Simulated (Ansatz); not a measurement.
# Cl3GaH2S: small, medium and large basis sets

One table from this session's results is given with a row withheld; the runs are named, their logs left out.

Computed with Ansatz 0.2.0, Gaussian basis. Level: one geometry, several basis sets.

Levels to be run: PBE0-D4/def2-SVP; ωB97M-V/def2-SVP; PBE0-D4/def2-QZVPP; ωB97M-V/def2-QZVPP; the functionals' def2-TZVPP values are taken from earlier runs.

### Structure used throughout

An earlier PBE0-D4 in a triple-zeta def2 set relaxation fixed the geometry.

SMILES `[SH2+][Ga-]([Cl])([Cl])[Cl]`, 7 atoms, charge 0, spin multiplicity 1.

Atoms are counted from 1 here; the program's logs count them from 0.

Bond lengths: S1–Ga2 2.519 Å, S1–H6 1.346 Å, S1–H7 1.346 Å, Ga2–Cl3 2.144 Å, Ga2–Cl4 2.144 Å, Ga2–Cl5 2.150 Å. Angles: Ga2–S1–H6 94.6°, Ga2–S1–H7 94.6°, H6–S1–H7 92.8°, S1–Ga2–Cl3 98.9°, S1–Ga2–Cl4 98.8°, S1–Ga2–Cl5 100.1°, Cl3–Ga2–Cl4 118.7°, Cl3–Ga2–Cl5 116.9°, Cl4–Ga2–Cl5 116.9°.

The first run:

The input, in.yaml:

```yaml
crystal:
  periodic: [false, false, false]
  atoms:
    - {symbol: S, position_ang: [-0.850920, 0.768912, 1.065027]}
    - {symbol: Ga, position_ang: [0.401755, -0.825032, -0.429683]}
    - {symbol: Cl, position_ang: [1.715221, -1.684750, 1.030076]}
    - {symbol: Cl, position_ang: [-1.256993, -1.988027, -1.131822]}
    - {symbol: Cl, position_ang: [1.270583, 0.567083, -1.819344]}
    - {symbol: H, position_ang: [-1.394200, 1.464163, 0.049108]}
    - {symbol: H, position_ang: [0.175755, 1.629550, 1.191039]}
basis:
  gaussian: {orbitals: def2-SVP}
hamiltonian: {xc: pbe0, dispersion: d4}
output: {orbitals: {seedname: orbitals}}
```

Run with:

```
$ ansatz run in.yaml --threads 4 --pin off --events-out ev --progress --plain --max-ram 10444MiB
```

Among the steps run: PBE0-D4 in def2-SVP; ωB97M-V in def2-SVP; PBE0-D4 in def2-QZVPP; ωB97M-V in def2-QZVPP.

One table of the session follows, with a row left open; its other results are not shown here.

| functional | basis | HOMO (eV) |
| --- | --- | --- |
| PBE0-D4 | def2-SVP | ? |
| PBE0-D4 | def2-TZVPP | -8.81 |
| PBE0-D4 | def2-QZVPP | -8.86 |
| ωB97M-V | def2-SVP | -10.80 |
| ωB97M-V | def2-TZVPP | -11.09 |
| ωB97M-V | def2-QZVPP | -11.15 |

Q: Estimate the row for PBE0-D4, def2-SVP from the others.

The run gave: HOMO (eV): -8.59. In the column «HOMO (eV)» it is the highest.
